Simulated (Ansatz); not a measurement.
**HfO+ (sextet): the correlation ladder, def2-QZVPP**

An exercise on one series of results from a longer session: the logs are not shown, and one member is left open.

Method: def2-QZVPP, core rule «outside noble gas», up to 5 orbitals frozen; program: Ansatz 0.2.0, Gaussian basis.

The runs, in order: UHF; ROHF; CCSD(T) on UHF.

### The system

The geometry is a PBE0/def2-TZVP stationary point (not a proven minimum). No spin-orbit coupling is included. Elements past krypton take def2 core potentials.

2 atoms, charge 1, spin multiplicity 6.

Atoms are counted from 1 here; the program's logs count them from 0.

Bond lengths: Hf1–O2 2.580 Å.

Geometry (Å):

```xyz
2

Hf    0.00000    0.00000    0.00000
O     0.00000    0.00000    2.58020
```

Set-up of the first run:

Input file in.yaml:

```yaml
crystal:
  periodic: [false, false, false]
  atoms:
    - {symbol: Hf, position_ang: [0.000000, 0.000000, 0.000000]}
    - {symbol: O, position_ang: [0.000000, 0.000000, 2.580200]}
basis:
  gaussian: {orbitals: "def2-QZVPP.json"}
total_charge: 1
magnetization: {spin_polarized: true, initial_magnetization: 5}
hamiltonian: {xc: hf}
output: {orbitals: {seedname: orbitals}}
```

On the command line:

```sh
ansatz run in.yaml --threads 1 --pin off --events-out ev --progress --plain --max-ram 2816MiB --backend cpu
```

Among the steps run: UHF; ROHF; CCSD(T) on UHF.

One table of the session follows, with a row left open; its other results are not shown here.

```
  method  from UCCSD(T) (kJ/mol)
    ROHF                       ?
     UHF                  +519.0
    UMP2                   +63.7
   UCCSD                   +12.0
UCCSD(T)                       0
```

**Question.** Estimate the row for ROHF.

**Answer.** from UCCSD(T) (kJ/mol): +550.7. In the column «from UCCSD(T) (kJ/mol)» it is the highest.
